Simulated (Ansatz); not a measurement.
# Ge14H7N (Germanium): the cost of one run

Program: Ansatz 0.2.0. Level of theory: DFT PBE+D3(BJ), scalar-relativistic, plane waves, PAW. These are calculated values, not measurements.

2 further runs of the same task are left out: 2 set aside as unsound or not needed.

### 1 Starting point

The structure is monoclinic, space group Pm (No. 6). Conventional cell: a = 8.060 Å, b = 4.030 Å, c = 26.561 Å, α = 90.00°, β = 90.00°, γ = 90.00°. Around H (site symmetry 1) lie 1 H at 1.45 Å and 1 Ge at 1.58 Å. Ge (site symmetry m) has 2 H at 1.58 Å in its first shell of neighbours. Around Ge (site symmetry m) lie 4 Ge at 2.47 Å. Ge (site symmetry m) has 4 Ge at 2.43 to 2.50 Å in its first shell of neighbours. Ge (site symmetry m) is surrounded by 4 Ge at 2.44 to 2.51 Å. Only part of the 16 independent sites is listed.

Coordinates:

```cif
data_structure
_symmetry_space_group_name_H-M 'Pm'
_symmetry_Int_Tables_number 6
_cell_length_a 8.0602
_cell_length_b 4.0301
_cell_length_c 26.5614
_cell_angle_alpha 90.000
_cell_angle_beta 90.000
_cell_angle_gamma 90.000
_cell_volume 862.79
loop_
_atom_site_label
_atom_site_type_symbol
_atom_site_symmetry_multiplicity
_atom_site_Wyckoff_symbol
_atom_site_fract_x
_atom_site_fract_y
_atom_site_fract_z
_atom_site_occupancy
H1 H 2 c 0.25000 0.17989 0.32001 1
H2 H 2 c 0.75000 0.82011 0.32001 1
Ge1 Ge 1 b 0.25000 0.50000 0.35436 1
Ge2 Ge 1 b 0.75000 0.50000 0.35436 1
Ge3 Ge 1 b 0.50000 0.50000 0.40800 1
Ge4 Ge 1 b 0.00000 0.50000 0.40800 1
Ge5 Ge 1 a 0.50000 0.00000 0.46165 1
Ge6 Ge 1 a 0.00000 0.00000 0.46165 1
Ge7 Ge 1 a 0.74889 0.00000 0.51760 1
Ge8 Ge 1 a 0.25063 0.00000 0.51325 1
Ge9 Ge 1 b 0.75576 0.50000 0.57312 1
Ge10 Ge 1 b 0.23800 0.50000 0.56543 1
Ge11 Ge 1 b 0.00946 0.50000 0.62787 1
Ge12 Ge 1 b 0.49254 0.50000 0.62449 1
Ge13 Ge 1 a 0.05115 0.00000 0.68571 1
Ge14 Ge 1 a 0.34869 0.00000 0.65577 1
```

Planes are indexed in the bulk's conventional cell (Fd-3m (No. 227)), a = 5.699 Å, b = 5.699 Å, c = 5.699 Å, α = 90.00°, β = 90.00°, γ = 90.00°.

It is a (100) slab, 9.6 Å thick as cut, with 17 Å of vacuum, in a 2×1 surface cell; its outer planes are Ge (top) and Ge (bottom). An earlier relaxation, lower half held, gave -60193.5282 eV, gap on the mesh 0.37 eV (a mesh can miss band crossings, so it may be none), dipole along +c -0.028 e·Å per cell.

### 2 NH3 at the top (Ge) site

Input file input.yaml:

```yaml
crystal:
  lattice:
    - [8.060156546, 0.0, 0.0]
    - [0.0, 4.030078273, 0.0]
    - [0.0, 0.0, 28.9434777519]
  atoms:
    - { symbol: H, position: [0.25, 0.1798895921, 0.2936758351] }
    - { symbol: H, position: [0.25, 0.8201104079, 0.2936758351] }
    - { symbol: H, position: [0.75, 0.8201104079, 0.2936758351] }
    - { symbol: H, position: [0.75, 0.1798895921, 0.2936758351] }
    - { symbol: Ge, position: [0.25, 0.5, 0.3251956134] }
    - { symbol: Ge, position: [0.75, 0.5, 0.3251956134] }
    - { symbol: Ge, position: [0.5, 0.5, 0.3744242462] }
    - { symbol: Ge, position: [0.0, 0.5, 0.3744242462] }
    - { symbol: Ge, position: [0.5, 0.0, 0.423652879] }
    - { symbol: Ge, position: [0.0, 0.0, 0.423652879] }
    - { symbol: Ge, position: [0.7488905987, 0.0, 0.4749980281] }
    - { symbol: Ge, position: [0.2506289646, 0.0, 0.4710110049] }
    - { symbol: Ge, position: [0.7557633106, 0.5, 0.5259554803] }
    - { symbol: Ge, position: [0.2380042711, 0.5, 0.5188973338] }
    - { symbol: Ge, position: [0.0094628025, 0.5, 0.5761921751] }
    - { symbol: Ge, position: [0.4925412396, 0.5, 0.5730888487] }
    - { symbol: Ge, position: [0.0511475396, 0.0, 0.6292731113] }
    - { symbol: Ge, position: [0.3486854981, 0.0, 0.6018024143] }
    - { symbol: "N", position: [0.0511475396, 0.0, 0.7039013235] }
    - { symbol: H, position: [0.1651827475, -0.0552505265, 0.717102872] }
    - { symbol: H, position: [0.0180541154, 0.2251400372, 0.717102872] }
    - { symbol: H, position: [-0.0297942441, -0.1698895107, 0.717102872] }
basis:
  ecutwfc: 420
kpoints:
  mp_grid: { grid: [4, 7, 1] }
hamiltonian:
  xc: pbe
  dispersion: d3bj
scf:
  occupations: { method: gaussian, width: 0.1 }
output:
  forces: true
  eigenvalues: true
  write_density: true
  write_potential: true
  elf: true
  volumetric_format: npy
relax:
  adjacent_minimum: "off"
  f_tol: 0.03
  max_steps: 70
  constraints: [{ sites: [0, 1, 2, 3, 4, 5, 6, 7, 8, 9] }]
efield:
  axis: 3
  dipole_correction: true
```

Run with:

```sh
> ansatz run input.yaml --threads 8 --pin off --max-ram 22528MiB --backend cpu --events-out ev --progress --plain --runs-dir out
```

Q: Estimate wall time and peak memory on 8 threads of Arm Neoverse V2, shared host.

About 40 min, with a peak of 4.7 GiB.
